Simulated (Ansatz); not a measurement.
# The cluster TiB₇−: structure and electronic state

What does the cluster TiB₇− look like as a singlet, and where do its frontier electrons sit?

Computed with Ansatz 0.2.0, Gaussian basis. Level: RKS PBE0-D4/def2-TZVPD.

The runs, in order: relaxation at PBE-D4/def2-SVPD; a single point at PBE0-D4/def2-TZVPD.

2 further runs of the same task are left out: 2 set aside as unsound or not needed. Runs told in other sessions of the task aren't counted.

### Step 1. Starting geometry

8 atoms, charge -1, spin multiplicity 1.

Atoms are counted from 1 here; the program's logs count them from 0.

Bond lengths: Ti1–B4 2.658 Å, Ti1–B5 2.714 Å, Ti1–B7 2.621 Å, B2–B7 1.271 Å, B2–B8 1.756 Å, B3–B5 1.744 Å, B3–B7 1.704 Å, B6–B7 1.335 Å, B6–B8 1.352 Å, B7–B8 1.453 Å. Angles: B4–Ti1–B5 67.9°, B4–Ti1–B7 69.9°, B5–Ti1–B7 44.9°, B7–B2–B8 54.6°, B5–B3–B7 72.4°, Ti1–B5–B3 103.5°, B7–B6–B8 65.5°, Ti1–B7–B2 113.2°, Ti1–B7–B3 108.6°, Ti1–B7–B6 93.9°, Ti1–B7–B8 151.5°, B2–B7–B3 95.3°, B2–B7–B6 104.2°, B2–B7–B8 80.0°, B3–B7–B6 141.4°, B3–B7–B8 94.4°, B6–B7–B8 57.8°, B2–B8–B6 81.8° and more.

Geometry (Å):

```xyz
8
charge -1, multiplicity 1
Ti    1.83732   -0.73063    1.22588
B     0.28128    1.19665   -1.00353
B    -0.94699   -0.64969   -0.97916
B    -0.31842   -2.28490    1.15809
B     0.75980   -0.87137   -1.26057
B    -0.31470    1.37321    0.95758
B    -0.11586    0.49072   -0.02452
B    -1.18243    1.47601   -0.07377
```

No spin-orbit coupling is included. The ion is computed in the gas phase, without counter-ions or solvent.

The start is a GFN2-xTB geometry.

### Step 2. Optimising with PBE-D4/def2-SVPD

in.yaml reads:

```yaml
crystal:
  periodic: [false, false, false]
  atoms:
    - {symbol: Ti, position_ang: [1.837320, -0.730630, 1.225880]}
    - {symbol: B, position_ang: [0.281280, 1.196650, -1.003530]}
    - {symbol: B, position_ang: [-0.946990, -0.649690, -0.979160]}
    - {symbol: B, position_ang: [-0.318420, -2.284900, 1.158090]}
    - {symbol: B, position_ang: [0.759800, -0.871370, -1.260570]}
    - {symbol: B, position_ang: [-0.314700, 1.373210, 0.957580]}
    - {symbol: B, position_ang: [-0.115860, 0.490720, -0.024520]}
    - {symbol: B, position_ang: [-1.182430, 1.476010, -0.073770]}
basis:
  gaussian: {orbitals: def2-SVPD}
total_charge: -1
hamiltonian: {xc: pbe, dispersion: d4}
scf: {lower_state_search: "off"}
output: {orbitals: {seedname: orbitals}}
relax: {f_tol: 0.02, max_steps: 100}
```

The run is started by

```console
$ ansatz run in.yaml --threads 4 --pin off --events-out ev --progress --plain --max-ram 4787MiB
```

After this run come: Single point, PBE0-D4/def2-TZVPD.

Before running them: what should the planned runs give, taken together? Wanted: point group; near neighbours of the metal; HOMO, LUMO at PBE0-D4/def2-TZVPD; charge on the metal.

**Answer**, as computed:

```
                                          quantity                             value
                                       point group                                Cs
                      near neighbours of the metal  B 2.04, B 2.09, B 2.04, B 2.28 Å
                  HOMO, LUMO at PBE0-D4/def2-TZVPD                    -1.03, 1.27 eV
charge on the metal (Mulliken, PBE0-D4/def2-TZVPD)                           -0.13 e
```

**Reading.** The relaxation broke 0 and made 7 bonds, so the end is another structure than the start. The metal has 4 near neighbours by the distance rule, from 2.04 to 2.28 Å. No usable vibrations, so a minimum isn't proven. The HOMO lies nearest to B5 31 %; Ti1 27 % and the LUMO to Ti1 87 %. Whether this spin is the lowest isn't tested here. The point group is read from a loosely relaxed geometry; soft torsions can leave it below the true symmetry.
